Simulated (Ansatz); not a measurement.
# SiNH₅: a barrier at many levels of theory

How high is the barrier of this step (H2–H4 formed, Si1–H2 broken, N3–H4 broken), and how far do cheaper methods land from CCSD(T)?

The runs use Ansatz 0.2.0, Gaussian basis; single points in def2-TZVPP on PBE0-D4/def2-TZVP structures.

Levels: SPW92, PBE-D4, BLYP-D4, r2SCAN-D4, B97M-V, PBE0-D4, B3LYP-D4, r2SCAN0-D4, BHLYP-D4, CAM-B3LYP-D4, wB97X-V, wB97M-V, B2PLYP, PBE-QIDH, RPA on PBE, Hartree-Fock, MP2, CCSD, CCSD(T). The reference is CCSD(T) at the basis limit, from triple and quadruple zeta. Zero-point energies come from PBE0-D4 vibrations.

Cores are frozen in the correlated methods. B3LYP uses VWN-RPA correlation. B2PLYP carries no dispersion term here.

42 further runs of the same task are left out: 42 set aside as unsound or not needed.

### 1 Start, saddle and end, as given

Charge 0, multiplicity 1. The folders r, ts and p hold the start, the saddle and the end; their coordinates stand in the first inputs.

| pair | r (Å) | ts (Å) | p (Å) |
| --- | --- | --- | --- |
| H2–H4 | 2.884 | 0.937 | 0.748 |
| Si1–H2 | 1.486 | 1.774 | 3.236 |
| N3–H4 | 1.007 | 1.628 | 3.668 |

### 2 SPW92/def2-TZVPP

r/in.yaml reads:

```yaml
crystal:
  periodic: [false, false, false]
  atoms:
    - {symbol: Si, position_ang: [-0.491397, -0.328987, 0.291354]}
    - {symbol: H, position_ang: [-0.111398, -0.740648, 1.667466]}
    - {symbol: N, position_ang: [0.774953, 0.651167, -0.336497]}
    - {symbol: H, position_ang: [1.728474, 0.331963, -0.276751]}
    - {symbol: H, position_ang: [-1.731238, 0.489344, 0.316830]}
    - {symbol: H, position_ang: [-0.796363, -1.574102, -0.476174]}
    - {symbol: H, position_ang: [0.626969, 1.171462, -1.186229]}
basis:
  gaussian: {orbitals: def2-TZVPP}
hamiltonian: {xc: lda}
```

ts/in.yaml reads:

```yaml
crystal:
  periodic: [false, false, false]
  atoms:
    - {symbol: Si, position_ang: [-0.546304, -0.101209, -0.066752]}
    - {symbol: H, position_ang: [0.493858, -0.552973, 1.297447]}
    - {symbol: N, position_ang: [0.590009, 0.922472, -0.624588]}
    - {symbol: H, position_ang: [0.924285, 0.001193, 0.675931]}
    - {symbol: H, position_ang: [-1.688634, 0.395420, 0.741001]}
    - {symbol: H, position_ang: [-0.849388, -1.490215, -0.520629]}
    - {symbol: H, position_ang: [1.076174, 0.825512, -1.502410]}
basis:
  gaussian: {orbitals: def2-TZVPP}
hamiltonian: {xc: lda}
```

p/in.yaml reads:

```yaml
crystal:
  periodic: [false, false, false]
  atoms:
    - {symbol: Si, position_ang: [-0.683239, 0.125403, -0.517508]}
    - {symbol: H, position_ang: [0.810724, -1.074582, 2.090044]}
    - {symbol: N, position_ang: [0.212248, 1.214457, -1.258240]}
    - {symbol: H, position_ang: [1.161219, -0.452612, 1.867892]}
    - {symbol: H, position_ang: [-1.612837, 0.586594, 0.532695]}
    - {symbol: H, position_ang: [-0.750869, -1.348264, -0.728272]}
    - {symbol: H, position_ang: [0.862753, 0.949204, -1.986611]}
basis:
  gaussian: {orbitals: def2-TZVPP}
hamiltonian: {xc: lda}
```

The same command starts each run, in its folder.

Started as:

```bash
$ ansatz run in.yaml --threads 2 --pin off --events-out ev --progress --plain --max-ram 4352MiB
```

Output in r:

```text
Functional definition: SPW92
  name "SPW92"
  cite "Dirac, Proc. Camb. Phil. Soc. 26, 376 (1930) doi:10.1017/S0305004100016108"
  cite "Slater, Phys. Rev. 81, 385 (1951) doi:10.1103/PhysRev.81.385"
  cite "Perdew & Wang, Phys. Rev. B 45, 13244 (1992) doi:10.1103/PhysRevB.45.13244"
  exchange = slater_x
  correlation = pw_c
738 factors; their error is unknown
mean field evaluation 1: about -9395.8388 eV, gradient 7.1e1 eV
mean field evaluation 2: about -9361.5852 eV, gradient 1.3e2 eV
mean field evaluation 4: about -9405.3242 eV, gradient 4.6e0 eV
mean field evaluation 8: about -9405.3762 eV, gradient 1.9e-1 eV
mean field -9405.37623277 eV, -345.6412013615 hartree, gradient 5.4e-5 eV, S^2 0.000000; 0 other end points of the search recorded, 0 dependent functions left out
reference -9405.37626612 eV, -345.6412025869 hartree; 13, 13 occupied and 130, 130 virtual orbitals, 738 factors
Total energy: -9405.37626612 eV, -345.6412025869 hartree
```

Output in ts, shortened:

```text
[... 5 set-up lines as earlier in the session ...]
[...]
738 factors; their error is unknown
[...]
mean field -9402.16542428 eV, -345.5232063256 hartree, gradient 4.5e-5 eV, S^2 0.000000; 0 other end points of the search recorded, 0 dependent functions left out
reference -9402.16545669 eV, -345.5232075166 hartree; 13, 13 occupied and 130, 130 virtual orbitals, 738 factors
Total energy: -9402.16545669 eV, -345.5232075166 hartree
```

Log of p, shortened:

```text
[... 5 set-up lines as earlier in the session ...]
[...]
738 factors; their error is unknown
[...]
mean field -9402.80058264 eV, -345.5465479648 hartree, gradient 3.9e-5 eV, S^2 0.000000; 0 other end points of the search recorded, 0 dependent functions left out
reference -9402.80061952 eV, -345.5465493200 hartree; 13, 13 occupied and 130, 130 virtual orbitals, 738 factors
Total energy: -9402.80061952 eV, -345.5465493200 hartree
```

Wall times: 0.9 s (r), 0.85 s (ts), 0.7 s (p) on 2 threads of Intel Xeon Platinum 8375C at 2.90GHz, shared host.

Barrier 3.211 eV; end less start +2.576 eV.

### 3 PBE-D4/def2-TZVPP

The same edit goes into each in.yaml of step 2 (r, ts, p):

```diff
-hamiltonian: {xc: lda}
+hamiltonian: {xc: pbe, dispersion: d4}
```

The same command starts each run, in its folder.

Started as:

```bash
$ ansatz run in.yaml --threads 2 --pin off --events-out ev --progress --plain --max-ram 4352MiB
```

Log of r, shortened:

```text
Functional definition: PBE
  name "PBE"
  cite "Perdew, Burke & Ernzerhof, Phys. Rev. Lett. 77, 3865 (1996) doi:10.1103/PhysRevLett.77.3865"
  parent pbe
[...]
738 factors; their error is unknown
[...]
mean field -9444.28943989 eV, -347.0712353465 hartree, gradient 6.9e-5 eV, S^2 0.000000; 0 other end points of the search recorded, 0 dependent functions left out
reference -9444.28947500 eV, -347.0712366371 hartree; 13, 13 occupied and 130, 130 virtual orbitals, 738 factors
Total energy: -9444.37364852 eV, -347.0743299566 hartree
```

Log of ts, shortened:

```text
[... 4 set-up lines as earlier in the session ...]
[...]
738 factors; their error is unknown
[...]
mean field -9440.99875708 eV, -346.9503049839 hartree, gradient 1.8e-5 eV, S^2 0.000000; 0 other end points of the search recorded, 0 dependent functions left out
reference -9440.99879165 eV, -346.9503062543 hartree; 13, 13 occupied and 130, 130 virtual orbitals, 738 factors
Total energy: -9441.08734708 eV, -346.9535606062 hartree
```

p printed, shortened:

```text
[... 4 set-up lines as earlier in the session ...]
[...]
738 factors; their error is unknown
[...]
mean field -9441.99043689 eV, -346.9867485445 hartree, gradient 6.0e-5 eV, S^2 0.000000; 0 other end points of the search recorded, 0 dependent functions left out
reference -9441.99047605 eV, -346.9867499837 hartree; 13, 13 occupied and 130, 130 virtual orbitals, 738 factors
Total energy: -9442.07663397 eV, -346.9899162290 hartree
```

Times: 1.4 s (r), 1.4 s (ts), 1.4 s (p) on 2 threads of Intel Xeon Platinum 8375C at 2.90GHz, shared host.

Barrier 3.286 eV; end less start +2.297 eV.

### 4 BLYP-D4/def2-TZVPP

The same edit goes into each in.yaml of step 3 (r, ts, p):

```diff
-hamiltonian: {xc: pbe, dispersion: d4}
+hamiltonian: {xc: {name: BLYP}, dispersion: d4}
```

Each run has its own folder and the same command.

Started as:

```bash
$ ansatz run in.yaml --threads 2 --pin off --events-out ev --progress --plain --max-ram 4352MiB
```

Output in r, shortened:

```text
Functional definition: BLYP
  name "BLYP"
  cite "Becke, Phys. Rev. A 38, 3098 (1988) doi:10.1103/PhysRevA.38.3098"
  cite "Lee, Yang & Parr, Phys. Rev. B 37, 785 (1988) doi:10.1103/PhysRevB.37.785"
[...]
738 factors; their error is unknown
[...]
mean field -9449.74143254 eV, -347.2715923811 hartree, gradient 6.2e-5 eV, S^2 0.000000; 0 other end points of the search recorded, 0 dependent functions left out
reference -9449.74172800 eV, -347.2716032391 hartree; 13, 13 occupied and 130, 130 virtual orbitals, 738 factors
Total energy: -9449.93405094 eV, -347.2786709769 hartree
```

ts printed, shortened:

```text
[... 4 set-up lines as earlier in the session ...]
[...]
738 factors; their error is unknown
[...]
mean field -9446.36903391 eV, -347.1476590174 hartree, gradient 2.7e-5 eV, S^2 0.000000; 0 other end points of the search recorded, 0 dependent functions left out
reference -9446.36932657 eV, -347.1476697722 hartree; 13, 13 occupied and 130, 130 virtual orbitals, 738 factors
Total energy: -9446.57244059 eV, -347.1551340748 hartree
```

Output in p, shortened:

```text
[... 4 set-up lines as earlier in the session ...]
[...]
738 factors; their error is unknown
[...]
mean field -9447.61197306 eV, -347.1933361887 hartree, gradient 3.6e-5 eV, S^2 0.000000; 0 other end points of the search recorded, 0 dependent functions left out
reference -9447.61230606 eV, -347.1933484260 hartree; 13, 13 occupied and 130, 130 virtual orbitals, 738 factors
Total energy: -9447.80265949 eV, -347.2003437856 hartree
```

Times: 1.4 s (r), 1.5 s (ts), 1.1 s (p) on 2 threads of Intel Xeon Platinum 8375C at 2.90GHz, shared host.

At this level: barrier 3.362 eV, step energy +2.131 eV.

### 5 r2SCAN-D4/def2-TZVPP

Each input of step 4 (r, ts, p) changes in the same lines:

```diff
-hamiltonian: {xc: {name: BLYP}, dispersion: d4}
+hamiltonian: {xc: r2scan, dispersion: d4}
```

Each run has its own folder and the same command.

Started as:

```bash
$ ansatz run in.yaml --threads 2 --pin off --events-out ev --progress --plain --max-ram 4352MiB
```

Log of r, shortened:

```text
Functional definition: r2SCAN
  name "r2SCAN"
  cite "Furness, Kaplan, Ning, Perdew & Sun, J. Phys. Chem. Lett. 11, 8208 (2020) doi:10.1021/acs.jpclett.0c02405"
  cite "Furness, Kaplan, Ning, Perdew & Sun, J. Phys. Chem. Lett. 11, 9248 (2020) doi:10.1021/acs.jpclett.0c03077"
  parent r2scan
[...]
738 factors; their error is unknown
[...]
mean field -9448.86838179 eV, -347.2395083579 hartree, gradient 4.2e-5 eV, S^2 0.000000; 0 other end points of the search recorded, 0 dependent functions left out
reference -9448.86839279 eV, -347.2395087620 hartree; 13, 13 occupied and 130, 130 virtual orbitals, 738 factors
Total energy: -9448.88775790 eV, -347.2402204165 hartree
```

Log of ts, shortened:

```text
[... 5 set-up lines as earlier in the session ...]
[...]
738 factors; their error is unknown
[...]
mean field -9445.41298931 eV, -347.1125250262 hartree, gradient 3.5e-5 eV, S^2 0.000000; 0 other end points of the search recorded, 0 dependent functions left out
reference -9445.41299989 eV, -347.1125254150 hartree; 13, 13 occupied and 130, 130 virtual orbitals, 738 factors
Total energy: -9445.43330212 eV, -347.1132715082 hartree
```

p printed, shortened:

```text
[... 5 set-up lines as earlier in the session ...]
[...]
738 factors; their error is unknown
[...]
mean field -9446.42192071 eV, -347.1496025715 hartree, gradient 4.7e-5 eV, S^2 0.000000; 0 other end points of the search recorded, 0 dependent functions left out
reference -9446.42193234 eV, -347.1496029989 hartree; 13, 13 occupied and 130, 130 virtual orbitals, 738 factors
Total energy: -9446.44317188 eV, -347.1503835376 hartree
```

Times: 1.9 s (r), 2.4 s (ts), 2.2 s (p) on 2 threads of Intel Xeon Platinum 8375C at 2.90GHz, shared host.

Barrier 3.454 eV; end less start +2.445 eV.

### 6 B97M-V/def2-TZVPP

The same edit goes into each in.yaml of step 5 (r, ts, p):

```diff
-hamiltonian: {xc: r2scan, dispersion: d4}
+hamiltonian: {xc: {name: B97M-V}}
```

The same command starts each run, in its folder.

Started as:

```bash
$ ansatz run in.yaml --threads 2 --pin off --events-out ev --progress --plain --max-ram 4352MiB
```

r printed, shortened:

```text
Functional definition: B97M-V
  name "B97M-V"
  cite "Mardirossian & Head-Gordon, J. Chem. Phys. 142, 074111 (2015) doi:10.1063/1.4907719"
  cite "Becke, J. Chem. Phys. 107, 8554 (1997) doi:10.1063/1.475007"
  cite "Vydrov & Van Voorhis, J. Chem. Phys. 133, 244103 (2010) doi:10.1063/1.3521275"
  # Of w^i u^j: cxij and so on, Table III.
[...]
  gx(w, u) = cx00 + cx01*u + cx02*u^2 + (cx10 + cx11*u)*w
[...]
  gos(w, u) = cos00 + cos01*u + cos03*u^3 + cos10*w + cos32*w^3*u^2
[...]
      + integral(e_c_pw_mod_opposite_spin*gos(b97_w_opposite, b97_u_opposite)) + vv10(b, c)
738 factors; their error is unknown
[...]
mean field -9448.23762984 eV, -347.2163286510 hartree, gradient 5.4e-5 eV, S^2 0.000000; 0 other end points of the search recorded, 0 dependent functions left out
reference -9448.23768433 eV, -347.2163306537 hartree; 13, 13 occupied and 130, 130 virtual orbitals, 738 factors
Total energy: -9448.23768433 eV, -347.2163306537 hartree
```

ts printed, shortened:

```text
[... 5 set-up lines as earlier in the session ...]
  # Of w^i u^j: cxij and so on, Table III.
[...]
  gx(w, u) = cx00 + cx01*u + cx02*u^2 + (cx10 + cx11*u)*w
[...]
  gos(w, u) = cos00 + cos01*u + cos03*u^3 + cos10*w + cos32*w^3*u^2
[...]
      + integral(e_c_pw_mod_opposite_spin*gos(b97_w_opposite, b97_u_opposite)) + vv10(b, c)
738 factors; their error is unknown
[...]
mean field -9444.71607851 eV, -347.0869140267 hartree, gradient 1.9e-5 eV, S^2 0.000000; 0 other end points of the search recorded, 0 dependent functions left out
reference -9444.71613154 eV, -347.0869159755 hartree; 13, 13 occupied and 130, 130 virtual orbitals, 738 factors
Total energy: -9444.71613154 eV, -347.0869159755 hartree
```

Log of p, shortened:

```text
[... 5 set-up lines as earlier in the session ...]
  # Of w^i u^j: cxij and so on, Table III.
[...]
  gx(w, u) = cx00 + cx01*u + cx02*u^2 + (cx10 + cx11*u)*w
[...]
  gos(w, u) = cos00 + cos01*u + cos03*u^3 + cos10*w + cos32*w^3*u^2
[...]
      + integral(e_c_pw_mod_opposite_spin*gos(b97_w_opposite, b97_u_opposite)) + vv10(b, c)
738 factors; their error is unknown
[...]
mean field -9445.78101370 eV, -347.1260496730 hartree, gradient 4.9e-5 eV, S^2 0.000000; 0 other end points of the search recorded, 0 dependent functions left out
reference -9445.78107121 eV, -347.1260517867 hartree; 13, 13 occupied and 130, 130 virtual orbitals, 738 factors
Total energy: -9445.78107121 eV, -347.1260517867 hartree
```

They took 5.5 s (r), 6 s (ts), 5.5 s (p) on 2 threads of Intel Xeon Platinum 8375C at 2.90GHz, shared host.

This gives 3.522 eV for the barrier and +2.457 eV for the step.

### 7 PBE0-D4/def2-TZVPP

Each input of step 6 (r, ts, p) changes in the same lines:

```diff
-hamiltonian: {xc: {name: B97M-V}}
+hamiltonian: {xc: pbe0, dispersion: d4}
+output: {orbitals: {seedname: orbitals}}
```

Each run has its own folder and the same command.

Started as:

```bash
$ ansatz run in.yaml --threads 2 --pin off --events-out ev --progress --plain --max-ram 4352MiB
```

Output in r, shortened:

```text
Functional definition: PBE0
  name "PBE0"
  cite "Adamo & Barone, J. Chem. Phys. 110, 6158 (1999) doi:10.1063/1.478522"
[... 2 set-up lines as earlier in the session ...]
[...]
741 factors; their error is unknown
[...]
mean field -9445.31810867 eV, -347.1090382270 hartree, gradient 2.3e-5 eV, S^2 0.000000; 0 other end points of the search recorded, 0 dependent functions left out
reference -9445.31813529 eV, -347.1090392053 hartree; 13, 13 occupied and 130, 130 virtual orbitals, 741 factors
Total energy: -9445.38750658 eV, -347.1115885534 hartree
```

Output in ts, shortened:

```text
[... 5 set-up lines as earlier in the session ...]
[...]
741 factors; their error is unknown
[...]
mean field -9441.76764106 eV, -346.9785609489 hartree, gradient 7.5e-5 eV, S^2 0.000000; 0 other end points of the search recorded, 0 dependent functions left out
reference -9441.76766737 eV, -346.9785619159 hartree; 13, 13 occupied and 130, 130 virtual orbitals, 741 factors
Total energy: -9441.84048571 eV, -346.9812379405 hartree
```

Log of p, shortened:

```text
[... 5 set-up lines as earlier in the session ...]
[...]
741 factors; their error is unknown
[...]
mean field -9442.74792390 eV, -347.0145856789 hartree, gradient 2.9e-5 eV, S^2 0.000000; 0 other end points of the search recorded, 0 dependent functions left out
reference -9442.74795339 eV, -347.0145867626 hartree; 13, 13 occupied and 130, 130 virtual orbitals, 741 factors
Total energy: -9442.82032947 eV, -347.0172465344 hartree
```

Wall times: 1.3 s (r), 1.8 s (ts), 1.9 s (p) on 2 threads of Intel Xeon Platinum 8375C at 2.90GHz, shared host.

This gives 3.547 eV for the barrier and +2.567 eV for the step.

Fields of r:

The fields below are evaluated on a grid from the run's orbitals.

Frontier orbitals at PBE0-D4/def2-TZVPP, with the share of their density that lies nearest to each atom:

```
orbital  energy (eV)                                                       lies on
 HOMO-1        -9.47                              H2, H5 about 40 % each; Si1 13 %
   HOMO        -7.42                       N3 59 %; H6 16 %; H4, H7 about 8 % each
   LUMO         0.34  H4, H7 about 20 % each; H2, H5, H6 about 14 % each; Si1 10 %
```

ELF in a plane through or near 4 of the atoms.

Ten even steps from ' ' (0.00) to '@' (0.99):
```
                                                        
                                                        
                                                        
                            ..--++**++--::              
                ..          --##@@@@@@@@##==..          
          ..--****++::      ++%%@@@@@@@@%%**::          
          --##%%@@%%++..    ==%%@@@@@@@@%%**--          
          ++%%@@@@@@%%==::..--##%%@@@@%%##==..          
          --**%%@@@@%%****++....::--++++--..            
          ..--++##==..++%%##--##**==  ....              
          ..--++##++----%%##--####--  ....              
          --**@@@@@@%%******  ....--**++--..            
          ++%%@@@@@@%%++::..--**%%@@@@%%##==..          
          --##@@@@%%++..    ==%%@@@@@@@@%%**--          
          ..==****++::      ==%%@@@@@@@@@@**::          
                            --##@@@@@@%%##==            
                            ..::==++++--::              
                                                        
                                                        
                                                        
```
The map spans 8.4 Å across and 7.6 Å up, centred on the molecule. Atoms in the plane (x, y in Å): Si1 (0.7, 0.0), N3 (-1.1, 0.0), H4 (-1.6, -0.8), H7 (-1.6, 0.8).

On the surface of density 0.002 e/bohr³ the electrostatic potential runs, from the 1st to the 99th percentile, from -1.15 V near N3 to 1.73 V near H4.

Fields of ts:

The fields below are evaluated on a grid from the run's orbitals.

Frontier orbitals at PBE0-D4/def2-TZVPP, with the share of their density that lies nearest to each atom:

```
orbital  energy (eV)                                        lies on
 HOMO-1        -7.33       N3 66 %; H6, H7 about 10 % each; Si1 8 %
   HOMO        -6.62        N3 60 %; H2 14 %; H4, H7 about 8 % each
   LUMO        -1.23  Si1 30 %; H4, H5, H6 about 16 % each; H2 11 %
```

ELF in a plane through or near 4 of the atoms.

Ten even steps from ' ' (0.00) to '@' (1.00):
```
                                                        
                                                        
                                                        
                                                        
                                                        
              ........::::............                  
          ..--====----==++--::::==--::                  
        ..==%%@@@@**++**##--..  ::==--..                
        ..++@@@@@@%%####**..**##::::--::                
          --##@@@@##**####::++##....::..                
          ..==**########**::..::......                  
            ..--++####**++****##**==::                  
              ::--++====%%@@@@@@@@@@**..                
              ....::..--@@@@@@@@@@@@@@==..              
                      ..**%%@@@@@@@@@@**..              
                        ::**%%@@@@@@%%--                
                          --**##%%##++..                
                            ........                    
                                                        
                                                        
```
The map spans 9.1 Å across and 7.9 Å up, centred on the molecule. Atoms in the plane (x, y in Å): Si1 (0.4, 0.4), H2 (0.6, -1.3), H4 (-0.3, -1.1), H7 (-1.9, 0.5).

log10 of the density (e/Å³) in the same plane.

Values, 10 rows by 14 columns:
```
-4.0 -4.0 -4.0 -4.0 -4.0 -4.0 -4.0 -4.0 -4.0 -4.0 -4.0 -4.0 -4.0 -4.0
-4.0 -4.0 -4.0 -4.0 -3.8 -3.5 -3.3 -3.3 -3.3 -3.5 -3.9 -4.0 -4.0 -4.0
-4.0 -4.0 -3.8 -3.0 -2.7 -2.3 -2.2 -2.1 -2.2 -2.3 -2.9 -3.7 -4.0 -4.0
-4.0 -3.6 -2.7 -1.7 -1.2 -1.1 -0.9 -0.9 -0.9 -1.1 -1.9 -2.9 -3.7 -4.0
-4.0 -3.3 -2.1 -0.7  0.2  0.1 -0.1  1.1  0.4 -0.6 -1.5 -2.6 -3.5 -4.0
-4.0 -3.4 -2.3 -1.1 -0.3  0.2 -0.1 -0.1 -0.3 -0.9 -1.8 -2.8 -3.6 -4.0
-4.0 -4.0 -3.0 -2.0 -1.3 -0.8  0.0  0.0 -0.2 -1.0 -2.1 -3.2 -4.0 -4.0
-4.0 -4.0 -4.0 -3.0 -2.4 -1.9 -1.1 -0.7 -0.7 -1.4 -2.4 -3.5 -4.0 -4.0
-4.0 -4.0 -4.0 -4.0 -3.6 -3.0 -2.3 -1.9 -1.9 -2.2 -3.0 -4.0 -4.0 -4.0
-4.0 -4.0 -4.0 -4.0 -4.0 -4.0 -3.6 -3.3 -3.2 -3.4 -4.0 -4.0 -4.0 -4.0
```
The map spans 9.1 Å across and 7.9 Å up, centred on the molecule. Atoms in the plane (x, y in Å): Si1 (0.4, 0.4), H2 (0.6, -1.3), H4 (-0.3, -1.1), H7 (-1.9, 0.5).

On the surface of density 0.002 e/bohr³ the electrostatic potential runs, from the 1st to the 99th percentile, from -1.92 V near N3 to 2.13 V near Si1.

Fields of p:

Orbitals, density, ELF and potential are computed afterwards from the orbital file.

Frontier orbitals at PBE0-D4/def2-TZVPP, with the share of their density that lies nearest to each atom:

```
orbital  energy (eV)                                    lies on
   HOMO        -7.58   N3 71 %; H6, H7 about 10 % each; Si1 7 %
   LUMO        -1.53  Si1 38 %; N3 21 %; H5, H6 about 15 % each
```

ELF in a plane through or near 4 of the atoms.

Ten even steps from ' ' (0.00) to '@' (1.00):
```
                                                        
                                                        
                                                        
                                                        
          ..--**##==              ..::::::              
          **@@@@@@@@::        ....::++**++::            
      ..**@@@@@@@@@@**      ------++%%@@%%==..          
      ++@@@@@@@@@@@@##..  ::********@@@@@@++::          
      %%@@@@@@@@@@@@**....++##%%####**%%##--..          
      ##@@@@@@@@@@@@--  ::++====##%%##**++::..          
      ==@@@@@@@@@@##    ::::..==----%%##++--..          
        ==@@@@@@##..    --..==**##..####**--::          
          ..--..      ..--==....  ..******--..          
                      ..==++++------====--..            
                      ..::======--::......              
                        ..::::::....                    
                                                        
                                                        
                                                        
                                                        
```
The map spans 10.1 Å across and 8.1 Å up, centred on the molecule. Atoms in the plane (x, y in Å): Si1 (0.6, -0.6), H2 (-2.5, 0.4), H4 (-2.1, 0.9), H7 (2.0, 1.2).

On the surface of density 0.002 e/bohr³ the electrostatic potential runs, from the 1st to the 99th percentile, from -1.89 V near N3 to 1.84 V near Si1.

(Part 1 of 3 ends here.)
